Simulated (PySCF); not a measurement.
# H7HfNO3Si ((OH)3Hf-NH-SiH3): the cost of one run

Computed with PySCF 2.14.0 and routines of our own; the level stands in each step. Atoms count from 0.

### 1 The starting structure

13 atoms, charge 0, multiplicity 1; geometry from: GFN2-xTB.

### 2 Relaxing the molecule at PBE0-D3(BJ)/def2-SVP

Job settings and geometry (Å):

```
{"job": {"xc": "PBE0", "basis": "def2-SVP", "d3": "d3bj", "grid": 1, "maxiter": 30, "shake": 0.03, "kind": "geom"}, "charge": 0, "multiplicity": 1}
Hf     0.836980     0.380150     0.322430
O     -0.606030     1.585640     0.888620
O      2.265540     1.478220     0.026920
O      1.306770    -0.604280     1.783300
N      0.099960    -0.552620    -1.351660
Si    -1.460070    -1.139030    -0.968090
H     -1.214230     1.101290     1.404490
H      2.275200     2.360250     0.465070
H      2.102710    -0.419000     2.148180
H      0.214440    -0.163800    -2.229920
H     -2.609430    -0.204040    -0.999190
H     -1.315360    -1.669040     0.456220
H     -1.865840    -2.205850    -1.924190
```

Started as:

```
$ OMP_NUM_THREADS=1 python heavy_run.py task.json out
```

The driver reads the jobs from task.json and runs them one after another.

Q: Estimate the wall time and peak memory of this first job on 1 thread of Intel Xeon 6975P-C, shared host.

About 3.2 min, with a peak of 0.59 GiB.
